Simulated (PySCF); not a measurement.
# C2H4ClFSi (SMILES F[C@@H]1[SiH2][C@H]1Cl) at B3LYP/def2-SVPD

What is the vertical singlet–triplet gap of C2H4ClFSi at B3LYP/def2-SVPD? The job is set up through a Python script.

Program for the calculation: PySCF 2.14.0.

### Step 1. Starting point

C2H4ClFSi has 9 atoms, charge 0, and is taken as a singlet. As SMILES, `F[C@@H]1[SiH2][C@H]1Cl`. The coordinates come from a GFN2-xTB relaxation.

Bond lengths: F1–C2 1.372 Å, C2–Si3 1.903 Å, C2–C4 1.525 Å, Si3–C4 1.904 Å, C4–Cl5 1.766 Å, C2–H6 1.086 Å, Si3–H7 1.446 Å, Si3–H8 1.447 Å, C4–H9 1.084 Å. Some angles: F1–C2–Si3 120.7°, F1–C2–C4 114.6°, Si3–C2–C4 66.4°, C2–Si3–C4 47.2°, C2–C4–Si3 66.3°, C2–C4–Cl5 115.8°, Si3–C4–Cl5 122.2°, F1–C2–H6 108.7°, Si3–C2–H6 123.1°, C4–C2–H6 117.1°.

### Step 2. The energy at B3LYP/def2-SVPD

Contents of job.py:

```python
from pyscf import gto, dft

mol = gto.M(
    atom=[
    ('F', (-1.146210, -1.396840, -0.980760)),
    ('C', (-0.277360, -0.348020, -0.817670)),
    ('Si', (1.036230, -0.380250, 0.558970)),
    ('C', (-0.602730, 0.568190, 0.356790)),
    ('Cl', (-0.651210, 2.295620, -0.007660)),
    ('H', (-0.114880, 0.123440, -1.781960)),
    ('H', (2.252310, 0.350340, 0.279930)),
    ('H', (0.990670, -1.500820, 1.474050)),
    ('H', (-1.486840, 0.288330, 0.918300)),
],
    spin=0,
    basis='def2-svpd',
    verbose=4,
    max_memory=1860,
)

ks = dft.RKS(mol)
ks.xc = 'b3lyp'
ks.conv_tol = 1e-10
ks.grids.level = 4
ks.kernel()
if not ks.converged:
    ks = ks.newton().run(ks.mo_coeff, ks.mo_occ)

e_final = ks.e_tot
print('E = %.10f Eh' % e_final)
```

Command:

```sh
$ OMP_NUM_THREADS=1 python job.py
```

What it wrote:

```text
PySCF version 2.14.0

[INPUT] num. atoms = 9
[INPUT] num. electrons = 56
[INPUT] charge = 0
[INPUT] spin (= nelec alpha-beta = 2S) = 0
[INPUT] symmetry False subgroup None
[INPUT] Mole.unit = angstrom
[INPUT] Symbol           X                Y                Z      unit          X                Y                Z       unit  Magmom
[INPUT]  1 F     -1.146210000000  -1.396840000000  -0.980760000000 AA   -2.166022981238  -2.639645039837  -1.853367793928 Bohr   0.0
[INPUT]  2 C     -0.277360000000  -0.348020000000  -0.817670000000 AA   -0.524134437909  -0.657662485871  -1.545172360273 Bohr   0.0
[INPUT]  3 Si     1.036230000000  -0.380250000000   0.558970000000 AA    1.958190902058  -0.718568358866   1.056300211848 Bohr   0.0
[INPUT]  4 C     -0.602730000000   0.568190000000   0.356790000000 AA   -1.138994627059   1.073723486717   0.674235383984 Bohr   0.0
[INPUT]  5 Cl    -0.651210000000   2.295620000000  -0.007660000000 AA   -1.230608549578   4.338093086074  -0.014475302114 Bohr   0.0
[INPUT]  6 H     -0.114880000000   0.123440000000  -1.781960000000 AA   -0.217091737190   0.233267792816  -3.367416364930 Bohr   0.0
[INPUT]  7 H      2.252310000000   0.350340000000   0.279930000000 AA    4.256249047619   0.662046650480   0.528991034049 Bohr   0.0
[INPUT]  8 H      0.990670000000  -1.500820000000   1.474050000000 AA    1.872094979823  -2.836138762270   2.785550793915 Bohr   0.0
[INPUT]  9 H     -1.486840000000   0.288330000000   0.918300000000 AA   -2.809720391048   0.544864733496   1.735335500188 Bohr   0.0

nuclear repulsion = 273.653639706265
number of shells = 62
number of NR pGTOs = 220
number of NR cGTOs = 146
basis = def2-svpd
ecp = {}

******** <class 'pyscf.dft.rks.RKS'> ********
method = RKS
initial guess = minao
damping factor = 0
level_shift factor = 0
DIIS = <class 'pyscf.scf.diis.CDIIS'>
diis_start_cycle = 1
diis_space = 8
diis_damp = 0
SCF conv_tol = 1e-10
SCF conv_tol_grad = None
SCF max_cycles = 50
direct_scf = True
direct_scf_tol = 1e-13
XC library pyscf.dft.libxc version 7.0.0
    S. Lehtola, C. Steigemann, M. J.T. Oliveira, and M. A.L. Marques.,  SoftwareX 7, 1–5 (2018)
XC functionals = b3lyp
    P. J. Stephens, F. J. Devlin, C. F. Chabalowski, and M. J. Frisch.,  J. Phys. Chem. 98, 11623 (1994)
radial grids:
    Treutler-Ahlrichs [JCP 102, 346 (1995); DOI:10.1063/1.469408] (M4) radial grids

becke partition: Becke, JCP 88, 2547 (1988); DOI:10.1063/1.454033
pruning grids: <function nwchem_prune>
grids dens level: 4
symmetrized grids: False
atomic radii adjust function: <function treutler_atomic_radii_adjust>
small_rho_cutoff = 0
Set gradient conv threshold to 1e-05
Initial guess from minao.
tot grids = 206496
init E= -928.220444964525
  HOMO = -0.267135198256204  LUMO = -0.0700014788614745  gap/eV = 5.36428
cycle= 1 E= -927.734268034003  delta_E= 0.486  |g|= 0.419  |ddm|= 3.77
  HOMO = -0.243722023466886  LUMO = -0.0420425827835889  gap/eV = 5.48798
cycle= 2 E= -927.695762722111  delta_E= 0.0385  |g|= 0.651  |ddm|= 1.05
  HOMO = -0.25936759060675  LUMO = -0.032426885407403  gap/eV = 6.17537
cycle= 3 E= -927.77020608318  delta_E= -0.0744  |g|= 0.0599  |ddm|= 0.55
  HOMO = -0.263001010958571  LUMO = -0.0322791206293576  gap/eV = 6.27826
cycle= 4 E= -927.770822563974  delta_E= -0.000616  |g|= 0.0231  |ddm|= 0.105
  HOMO = -0.261790682439912  LUMO = -0.0319726771288122  gap/eV = 6.25367
cycle= 5 E= -927.770965551447  delta_E= -0.000143  |g|= 0.00683  |ddm|= 0.0444
  HOMO = -0.262306872099811  LUMO = -0.0321120394043479  gap/eV = 6.26392
cycle= 6 E= -927.770976160628  delta_E= -1.06e-05  |g|= 0.00299  |ddm|= 0.013
  HOMO = -0.262158607683005  LUMO = -0.0319992878829902  gap/eV = 6.26295
cycle= 7 E= -927.770978577776  delta_E= -2.42e-06  |g|= 0.000437  |ddm|= 0.00432
  HOMO = -0.262178358321338  LUMO = -0.0320100968776065  gap/eV = 6.26320
cycle= 8 E= -927.770978628094  delta_E= -5.03e-08  |g|= 7.16e-05  |ddm|= 0.000767
  HOMO = -0.262170396638829  LUMO = -0.032003661609707  gap/eV = 6.26316
cycle= 9 E= -927.770978629509  delta_E= -1.42e-09  |g|= 2.38e-05  |ddm|= 0.000168
  HOMO = -0.262170637758987  LUMO = -0.0320048658543146  gap/eV = 6.26313
cycle= 10 E= -927.77097862965  delta_E= -1.41e-10  |g|= 1.03e-05  |ddm|= 4.6e-05
  HOMO = -0.262171099046608  LUMO = -0.0320049453910944  gap/eV = 6.26314
cycle= 11 E= -927.770978629677  delta_E= -2.68e-11  |g|= 2.06e-06  |ddm|= 1.66e-05
  HOMO = -0.262170828094214  LUMO = -0.0320046433281207  gap/eV = 6.26314
Extra cycle  E= -927.770978629678  delta_E= -9.09e-13  |g|= 2.44e-06  |ddm|= 6.78e-06
converged SCF energy = -927.770978629678
E = -927.7709786297 Eh
```

Run time: 37 s. Hardware: 1 thread of Arm Neoverse V1, shared host; peak memory 0.97 GiB.

### Step 3. The triplet

Contents of input.py:

```python
from pyscf import gto, dft

mol = gto.Mole()
mol.atom = '''
F   -1.146210  -1.396840  -0.980760
C   -0.277360  -0.348020  -0.817670
Si   1.036230  -0.380250   0.558970
C   -0.602730   0.568190   0.356790
Cl  -0.651210   2.295620  -0.007660
H   -0.114880   0.123440  -1.781960
H    2.252310   0.350340   0.279930
H    0.990670  -1.500820   1.474050
H   -1.486840   0.288330   0.918300
'''
mol.charge = 0
mol.basis = 'def2-svpd'
mol.max_memory = 1860
mol.spin = 2
mol.verbose = 3
mol.build()

mf = dft.UKS(mol)
mf.xc = 'b3lyp'
mf.grids.level = 4
mf.conv_tol = 1e-10
mf.kernel()
if not mf.converged:
    mf = mf.newton().run(mf.mo_coeff, mf.mo_occ)

e_tot = mf.e_tot
print('Final energy', e_tot)
```

Command:

```sh
$ OMP_NUM_THREADS=1 python input.py
```

What it wrote:

```text
WARN: HOMO -0.0700014788614731 >= LUMO -0.267135198256205

WARN: HOMO -0.105283864512726 >= LUMO -0.205470776819672

WARN: HOMO -0.0898536954756581 >= LUMO -0.210084450574299

WARN: HOMO -0.0959277518699571 >= LUMO -0.213977879794227

WARN: HOMO -0.100212726907174 >= LUMO -0.212059511653082

WARN: HOMO -0.100033098099449 >= LUMO -0.209083269688745

WARN: HOMO -0.101252524535314 >= LUMO -0.209337665888948

WARN: HOMO -0.102187058471439 >= LUMO -0.208931743824566

WARN: HOMO -0.102175391295201 >= LUMO -0.208861448904107

WARN: HOMO -0.102231908015955 >= LUMO -0.209065228363677

WARN: HOMO -0.102183978550802 >= LUMO -0.209008124298058

WARN: HOMO -0.102116110219194 >= LUMO -0.209022734610485

WARN: HOMO -0.102162415244974 >= LUMO -0.209050170724528

WARN: HOMO -0.102164364814662 >= LUMO -0.209023694438139

WARN: HOMO -0.102165510139383 >= LUMO -0.20903721453129

WARN: HOMO -0.1021498827987 >= LUMO -0.209031054695012

WARN: HOMO -0.102153831045662 >= LUMO -0.209032305296222

WARN: HOMO -0.102154516343917 >= LUMO -0.20903269725693

WARN: HOMO -0.102154570537761 >= LUMO -0.209032426938278

converged SCF energy = -927.601780890701  <S^2> = 2.0074287  2S+1 = 3.0049484
Final energy -927.6017808907011
```

Wall time 1.7 min (1 thread of Arm Neoverse V1, shared host); peak memory 1 GiB.

### Step 4. Outcome

Level: B3LYP/def2-SVPD.

```
                                        quantity          value
                           singlet: total energy  -927.77098 Eh
                          singlet: dipole moment         2.16 D
                            singlet: HOMO energy       -7.13 eV
                            singlet: LUMO energy       -0.87 eV
                          singlet: HOMO–LUMO gap        6.26 eV
                           triplet: total energy  -927.60178 Eh
                          triplet: dipole moment         0.53 D
     triplet: HOMO energy (highest over α and β)       -2.78 eV
                                   triplet: ⟨S²⟩          2.007
vertical energy of the triplet above the singlet       4.604 eV
```

At this shape the triplet lies 4.60 eV (106 kcal/mol) above the singlet. Mulliken charges (singlet) run from -0.44 on F1 to +0.78 on C2; in a basis this large or diffuse they mean little.
